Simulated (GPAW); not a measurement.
# Mg3GaO4 (Pm-3m) in GPAW: notebook, part 2 of 2

GPAW 26.7.0. The steps go on from the part before.

### 3 Band structure, LDA

File run.py:

```python
from ase import Atoms
from ase.dft.bandgap import bandgap
from ase.io import write
from ase.units import GPa
from gpaw import GPAW, PW

atoms = Atoms(['Ga', 'Mg', 'Mg', 'Mg', 'O', 'O', 'O', 'O'],
              cell=[[4.363491, 0.0, 0.0],
                    [0.0, 4.363491, 0.0],
                    [0.0, 0.0, 4.363491]],
              scaled_positions=[[0.0, 0.0, 0.0],
                                [0.5, 0.5, 0.0],
                                [0.5, 0.0, 0.5],
                                [0.0, 0.5, 0.5],
                                [0.0, 0.5, 0.0],
                                [0.0, 0.0, 0.5],
                                [0.5, 0.5, 0.5],
                                [0.5, 0.0, 0.0]],
              pbc=True)

calc = GPAW(mode=PW(800),
            xc='LDA',
            kpts={'size': (5, 5, 5), 'gamma': True},
            occupations={'name': 'fermi-dirac', 'width': 0.05},
            nbands=48,
            convergence={'density': 1e-05, 'energy': 1e-05},
            maxiter=150,
            txt='gpaw.txt')
atoms.calc = calc
energy = atoms.get_potential_energy()
forces = atoms.get_forces()
stress = atoms.get_stress()
calc.write('gs.gpw')
write('result.traj', atoms)
print(f'Energy: {energy:.6f} eV')
print('Forces (eV/A):')
print(forces.round(4))
print('Stress (GPa):', (stress / GPa).round(3))
print('Fermi level:', round(calc.get_fermi_level(), 4), 'eV')
print(f'Gap: {bandgap(calc)[0]:.4f} eV, direct: {bandgap(calc, direct=True)[0]:.4f} eV')

path = atoms.cell.bandpath('GXMGRX,MR', npoints=60, eps=1e-4)
bs_calc = calc.fixed_density(kpts=path, symmetry='off', nbands=69,
                             convergence={'bands': 'CBM+6.0', 'eigenstates': 1e-6}, txt='bands.txt')
bs = bs_calc.band_structure()
bs.write('bs.json')
print(f'Gap on the path: {bandgap(bs_calc)[0]:.4f} eV')
```

Potentials or basis: the program's PAW data sets (release 1.2.1) made for this functional, pw.

Run with:

```bash
OMP_NUM_THREADS=1 python run.py
```

gpaw.txt:

```text
__  _  _
 | _ |_)|_||  |
 |__||  | ||/\| - 26.7.0

Input parameters:
  mode=PW(ecut=800.0),
  convergence={'density': 1e-05, 'energy': 1e-05},
  kpts=MonkhorstPack(size=(5, 5, 5), gamma=True),
  maxiter=150,
  nbands=48,
  occupations=Occupations(name='fermi-dirac', width=0.05),
  xc=XC(name='LDA')

Diagonalizing LCAO Hamiltonian
Converting LCAO to pw mode
    .----------.
   /|          |
  / |          |
 *  |          |
 |Mg|   O      |
 |  .----------.
 O /  Mg      /
 |/     Mg   /
 Ga---O-----*

Atoms  # Å, Bohr magnetons
|   | symbol |        x |        y |        z |    initial magnetic moments |
|---|--------|----------|----------|----------|-----------------------------|
| 0 |     Ga | 0.000000 | 0.000000 | 0.000000 | ( 0.0000,  0.0000,  0.0000) |
| 1 |     Mg | 2.181745 | 2.181745 | 0.000000 | ( 0.0000,  0.0000,  0.0000) |
| 2 |     Mg | 2.181745 | 0.000000 | 2.181745 | ( 0.0000,  0.0000,  0.0000) |
| 3 |     Mg | 0.000000 | 2.181745 | 2.181745 | ( 0.0000,  0.0000,  0.0000) |
| 4 |      O | 0.000000 | 2.181745 | 0.000000 | ( 0.0000,  0.0000,  0.0000) |
| 5 |      O | 0.000000 | 0.000000 | 2.181745 | ( 0.0000,  0.0000,  0.0000) |
| 6 |      O | 2.181745 | 2.181745 | 2.181745 | ( 0.0000,  0.0000,  0.0000) |
| 7 |      O | 2.181745 | 0.000000 | 0.000000 | ( 0.0000,  0.0000,  0.0000) |

Unit cell  # Å
| periodic |        x |        y |        z |  lengths |    angles |
|----------|----------|----------|----------|----------|-----------|
|      yes | 4.363491 | 0.000000 | 0.000000 | 4.363491 | 90.000000 |
|      yes | 0.000000 | 4.363491 | 0.000000 | 4.363491 | 90.000000 |
|      yes | 0.000000 | 0.000000 | 4.363491 | 4.363491 | 90.000000 |

Number of symmetries: 48
Symmetry operations  # r_c * U_cc + t_c -> r_c
|    | kind |            matrix            |
|----|------|------------------------------|
|  0 |  E   |  1, 0, 0,  0, 1, 0,  0, 0, 1 |
|  1 |  σ   |  1, 0, 0,  0, 1, 0,  0, 0,-1 |
|  2 |  σ   |  1, 0, 0,  0, 0, 1,  0, 1, 0 |
|  3 |  C4  |  1, 0, 0,  0, 0, 1,  0,-1, 0 |
|  4 |  C4  |  1, 0, 0,  0, 0,-1,  0, 1, 0 |
|  5 |  σ   |  1, 0, 0,  0, 0,-1,  0,-1, 0 |
|  6 |  σ   |  1, 0, 0,  0,-1, 0,  0, 0, 1 |
|  7 |  C2  |  1, 0, 0,  0,-1, 0,  0, 0,-1 |
|  8 |  σ   |  0, 1, 0,  1, 0, 0,  0, 0, 1 |
|  9 |  C2  |  0, 1, 0,  1, 0, 0,  0, 0,-1 |
| 10 |  C3  |  0, 1, 0,  0, 0, 1,  1, 0, 0 |
| 11 |  S6  |  0, 1, 0,  0, 0, 1, -1, 0, 0 |
| 12 |  S6  |  0, 1, 0,  0, 0,-1,  1, 0, 0 |
| 13 |  C3  |  0, 1, 0,  0, 0,-1, -1, 0, 0 |
| 14 |  C4  |  0, 1, 0, -1, 0, 0,  0, 0, 1 |
| 15 |  S4  |  0, 1, 0, -1, 0, 0,  0, 0,-1 |
| 16 |  C3  |  0, 0, 1,  1, 0, 0,  0, 1, 0 |
| 17 |  S6  |  0, 0, 1,  1, 0, 0,  0,-1, 0 |
| 18 |  σ   |  0, 0, 1,  0, 1, 0,  1, 0, 0 |
| 19 |  C4  |  0, 0, 1,  0, 1, 0, -1, 0, 0 |
[... 140 lines left out ...]
    |    s |        |       3.459 |    0.688 |
    |    p |        |      18.016 |    0.598 |
    |    d |        |       0.000 |    0.619 |

    Using partial waves for O as LCAO basis

Reference energy: -77201.378426  # eV

eigensolver:
  PPCG
  Converge bands: occupied
  niter=2

density mixing:
  MSR1-Mixer
  Pratt-step length: 0.05
  Maximum mixing coefficient: 0.75
  Old densities: 10
  SVD Regularization: 0.005
  Good broyden scale: 1.0
  Trust region scale: 1.0
  Backstep threshold: 4.0
  History deletion threshold: 6.0
  Fourier metric: weight=20.0, sigma=0.015

occupation numbers:
  Fermi-Dirac:
    width: 0.0500  # eV

poisson solver:
  ecut: 6400.0  # eV

xc functional:
  name: None

convergence criteria:
- Maximum integral of absolute [dens]ity change: 1e-05 electrons / valence electron
- Maximum [total energy] change in last 3 cyles: 1e-05 eV / valence electron
- Maximum integral of absolute [eigenst]ate change: 4e-08 eV^2 / valence electron
maximum number of iterations: 150

SCF iterations
|iter     | |      energy | eigst |  dens |
|---------|-|-------------|-------|-------|
|iter:   1| |  -56.984480 | +0.33 |       |
|iter:   2| |  -55.565130 | -1.67 | -0.94 |
|iter:   3| |  -51.905426 | -1.30 | -1.00 |
|iter:   4| |  -51.818305 | -2.84 | -1.52 |
|iter:   5| |  -51.801844 | -3.22 | -1.78 |
|iter:   6| |  -51.801083 | -4.69 | -2.71 |
|iter:   7| |  -51.801059 | -5.96 | -3.09 |
|iter:   8| |  -51.801062c| -6.69 | -3.46 |
|iter:   9| |  -51.801062c| -8.13c| -4.42 |
|iter:  10| |  -51.801062c| -8.20c| -5.42c|

Converged in 10 steps
Energy contributions relative to reference atoms: (reference = -77201.378426)

Energy contributions:
  Kinetic:          43.338822
  Coulomb:         -39.259925
  Zero:              0.623346
  External:          0.000000
  Xc:              -56.497084
  Entropy:          -0.012441
  Spinorbit:         0.000000
  ----------------------------
  Free energy:     -51.807282
  Extrapolated:    -51.801062

dipole moment: (-42.016467, -42.016467, -42.016467)  # |e|*Ang

Fermi level: 8.333
Eigenvalues  # (at kpt = [0.000, 0.000, 0.000])
| band index |      eig [eV] | occ [0-2] |
|------------|---------------|-----------|
|          0 |       -67.944 |     2.000 |
|        ... |               |           |
|         21 |         2.412 |     2.000 |
|         22 |         2.701 |     2.000 |
|         23 |         2.701 |     2.000 |
|         24 |         2.701 |     2.000 |
|         25 |         3.896 |     2.000 |
|         26 |         3.896 |     2.000 |
[... 8 lines left out ...]
|         35 |        15.123 |     0.000 |
|         36 |        15.123 |     0.000 |
|        ... |               |           |
|         47 |        23.539 |     0.000 |

No gap
No difference between direct/indirect transitions

Forces  # eV/Ang
|        x |        y |        z |
|----------|----------|----------|
| -0.00000 | -0.00000 | -0.00000 |  # Ga   0
|  0.00000 | -0.00000 |  0.00000 |  # Mg   1
|  0.00000 |  0.00000 | -0.00000 |  # Mg   2
|  0.00000 |  0.00000 |  0.00000 |  # Mg   3
|  0.00000 | -0.00000 | -0.00000 |  # O    4
| -0.00000 | -0.00000 | -0.00000 |  # O    5
|  0.00000 |  0.00000 |  0.00000 |  # O    6
| -0.00000 |  0.00000 |  0.00000 |  # O    7

Stress tensor  # eV/Ang^3
|        x |        y |        z |
|----------|----------|----------|
| 0.059446 | 0.000000 | 0.000000 |
| 0.000000 | 0.059446 | 0.000000 |
| 0.000000 | 0.000000 | 0.059446 |

# Writing to gs.gpw (mode='')
```

Run time: 4 min. Hardware: 1 thread of Arm Neoverse V1, shared host; peak memory 0.65 GiB.

What came out:

- Free energy: -51.8073 eV
- Pressure: -9.5 GPa
- Band gap along the path: none (metal or under the smearing width)

Levels at the corners of the path, in eV from the Fermi level:
```csv
point,band 26,band 27,band 28,band 29,band 30,band 31
Γ,-4.44,-4.44,-4.44,-3.66,0.93,4.33
X,-5.30,-4.98,-4.98,-0.21,2.42,4.36
M,-4.92,-4.92,-4.72,1.63,2.96,2.96
Γ,-4.44,-4.44,-4.44,-3.66,0.93,4.33
R,-4.84,-4.72,-4.72,1.61,1.61,1.61
X,-5.30,-4.98,-4.98,-0.21,2.42,4.36
M,-4.92,-4.92,-4.72,1.63,2.96,2.96
R,-4.84,-4.72,-4.72,1.61,1.61,1.61
```

Caveat: the data sets keep Ga 3d, Li 1s and Be 1s frozen, and some such compounds lay over 1.5 % in volume off other programs; an odd number of electrons without spin polarisation forces a metal; a magnetic or distorted state may lie lower.

### 4 Equation of state, LDA

File run.py:

```python
from ase import Atoms
from ase.eos import EquationOfState
from ase.io import Trajectory
from ase.units import GPa
from gpaw import GPAW, PW

atoms = Atoms(['Ga', 'Mg', 'Mg', 'Mg', 'O', 'O', 'O', 'O'],
              cell=[[4.363491, 0.0, 0.0],
                    [0.0, 4.363491, 0.0],
                    [0.0, 0.0, 4.363491]],
              scaled_positions=[[0.0, 0.0, 0.0],
                                [0.5, 0.5, 0.0],
                                [0.5, 0.0, 0.5],
                                [0.0, 0.5, 0.5],
                                [0.0, 0.5, 0.0],
                                [0.0, 0.0, 0.5],
                                [0.5, 0.5, 0.5],
                                [0.5, 0.0, 0.0]],
              pbc=True)

traj = Trajectory('eos.traj', 'w')
volumes, energies = [], []
for x in [0.94, 0.96, 0.98, 1.0, 1.02, 1.04, 1.06]:
    a = atoms.copy()
    a.set_cell(atoms.cell * x**(1 / 3), scale_atoms=True)
    calc = GPAW(mode=PW(800),
                xc='LDA',
                kpts={'size': (5, 5, 5), 'gamma': True},
                occupations={'name': 'fermi-dirac', 'width': 0.05},
                nbands=48,
                convergence={'density': 1e-05, 'energy': 1e-05},
                maxiter=150,
                txt=f'eos-{x:.2f}.txt')
    a.calc = calc
    energies.append(a.get_potential_energy(force_consistent=True))
    volumes.append(a.get_volume())
    p = -a.get_stress()[:3].mean() / GPa
    calc.write(f'eos-{x:.2f}.gpw')
    traj.write(a)
    print(f'{x:.2f} {volumes[-1]:10.4f} A^3 {energies[-1]:14.6f} eV {p:9.3f} GPa', flush=True)

v0, e0, B = EquationOfState(volumes, energies, eos='birchmurnaghan').fit()
print(f'V0 = {v0:.4f} A^3, E0 = {e0:.6f} eV, B0 = {B / GPa:.2f} GPa')
```

Run with:

```bash
OMP_NUM_THREADS=1 python run.py
```

Run time: 5 min. Hardware: 1 thread of Arm Neoverse V1, shared host; peak memory 0.37 GiB.

The run converged. Its results:

```
Equilibrium volume : 9.75 Å³/atom (rough: see the caveat)
Bulk modulus       : 171 GPa (rough)
```

Energy against volume, from the lowest point:
```csv
volume (Å³/atom),energy (meV/atom)
9.762,0.00
9.970,2.49
10.177,9.14
10.385,19.56
10.593,33.36
10.801,50.15
11.008,69.59
```

Caveat: the data sets keep Ga 3d, Li 1s and Be 1s frozen, and some such compounds lay over 1.5 % in volume off other programs; the minimum lies outside the volumes run.

### 5 Band structure, r2SCAN

File run.py:

```python
from ase import Atoms
from ase.dft.bandgap import bandgap
from ase.io import write
from ase.units import GPa
from gpaw import GPAW, PW

atoms = Atoms(['Ga', 'Mg', 'Mg', 'Mg', 'O', 'O', 'O', 'O'],
              cell=[[4.363491, 0.0, 0.0],
                    [0.0, 4.363491, 0.0],
                    [0.0, 0.0, 4.363491]],
              scaled_positions=[[0.0, 0.0, 0.0],
                                [0.5, 0.5, 0.0],
                                [0.5, 0.0, 0.5],
                                [0.0, 0.5, 0.5],
                                [0.0, 0.5, 0.0],
                                [0.0, 0.0, 0.5],
                                [0.5, 0.5, 0.5],
                                [0.5, 0.0, 0.0]],
              pbc=True)

calc = GPAW(mode=PW(800),
            xc='MGGA_X_R2SCAN+MGGA_C_R2SCAN',
            kpts={'size': (5, 5, 5), 'gamma': True},
            occupations={'name': 'fermi-dirac', 'width': 0.05},
            nbands=48,
            convergence={'density': 1e-05, 'energy': 1e-05},
            maxiter=150,
            txt='gpaw.txt')
atoms.calc = calc
energy = atoms.get_potential_energy()
forces = atoms.get_forces()
stress = atoms.get_stress()
calc.write('gs.gpw')
write('result.traj', atoms)
print(f'Energy: {energy:.6f} eV')
print('Forces (eV/A):')
print(forces.round(4))
print('Stress (GPa):', (stress / GPa).round(3))
print('Fermi level:', round(calc.get_fermi_level(), 4), 'eV')
print(f'Gap: {bandgap(calc)[0]:.4f} eV, direct: {bandgap(calc, direct=True)[0]:.4f} eV')

path = atoms.cell.bandpath('GXMGRX,MR', npoints=60, eps=1e-4)
bs_calc = calc.fixed_density(kpts=path, symmetry='off', nbands=69,
                             convergence={'bands': 'CBM+6.0', 'eigenstates': 1e-6}, txt='bands.txt')
bs = bs_calc.band_structure()
bs.write('bs.json')
print(f'Gap on the path: {bandgap(bs_calc)[0]:.4f} eV')
```

Potentials or basis: GPAW PAW data sets (gpaw-data 1.2.1), pw.

Run with:

```bash
OMP_NUM_THREADS=1 python run.py
```

Wall time 11 min (1 thread of Arm Neoverse V1, shared host); peak memory 0.73 GiB.

The run converged. Its results:

```yaml
Free_energy: -66.8898 eV
Pressure: -5.0 GPa
Band_gap_along_the_path: none (metal or under the smearing width)
```

Levels at the corners of the path, in eV from the Fermi level:
| point | band 24 | band 25 | band 26 | band 27 | band 28 | band 29 | band 30 | band 31 | band 32 | band 33 |
| --- | --- | --- | --- | --- | --- | --- | --- | --- | --- | --- |
| Γ | -6.27 | -6.27 | -5.06 | -5.06 | -5.06 | -3.72 | 1.38 | 5.07 | 5.07 | 5.13 |
| X | -6.62 | -5.92 | -5.92 | -5.61 | -5.61 | -0.26 | 2.73 | 4.94 | 6.12 | 6.12 |
| M | -6.66 | -5.61 | -5.56 | -5.56 | -5.31 | 1.70 | 3.19 | 3.19 | 4.54 | 5.77 |
| Γ | -6.27 | -6.27 | -5.06 | -5.06 | -5.06 | -3.72 | 1.38 | 5.07 | 5.07 | 5.13 |
| R | -5.49 | -5.49 | -5.49 | -5.31 | -5.31 | 1.83 | 1.83 | 1.83 | 3.20 | 3.49 |
| X | -6.62 | -5.92 | -5.92 | -5.61 | -5.61 | -0.26 | 2.73 | 4.94 | 6.12 | 6.12 |
| M | -6.66 | -5.61 | -5.56 | -5.56 | -5.31 | 1.70 | 3.19 | 3.19 | 4.54 | 5.77 |
| R | -5.49 | -5.49 | -5.49 | -5.31 | -5.31 | 1.83 | 1.83 | 1.83 | 3.20 | 3.49 |

Caveat: the data sets keep Ga 3d, Li 1s and Be 1s frozen, and some such compounds lay over 1.5 % in volume off other programs; the PAW data sets were made with another functional, which shifts forces and pressure a little; an odd number of electrons without spin polarisation forces a metal; a magnetic or distorted state may lie lower.

### 6 Overview

```tsv
task	level	potentials or basis	band path	band points	pressure (GPa)
band structure	PBEsol	PAW data sets generated in the run's folder for this functional, pw	GXMGRX,MR	60	-4.1
band structure	LDA	the program's PAW data sets (release 1.2.1) made for this functional, pw	GXMGRX,MR	60	-9.5
equation of state	LDA	the program's PAW data sets (release 1.2.1) made for this functional, pw	-	-	-
band structure	r2SCAN	GPAW PAW data sets (gpaw-data 1.2.1), pw	GXMGRX,MR	60	-5.0
```

Alike in all rows: no spin polarisation; cell as given; k mesh 5 × 5 × 5; cutoff (eV) 800; smearing fermi-dirac 0.05 eV.

Caveats: the data sets keep Ga 3d, Li 1s and Be 1s frozen, and some such compounds lay over 1.5 % in volume off other programs; an odd number of electrons without spin polarisation forces a metal (some runs); a magnetic or distorted state may lie lower (some runs); the minimum lies outside the volumes run (some runs); the PAW data sets were made with another functional, which shifts forces and pressure a little (some runs).

Total energies depend on the potentials used, so only differences within one code and one set of settings carry meaning.
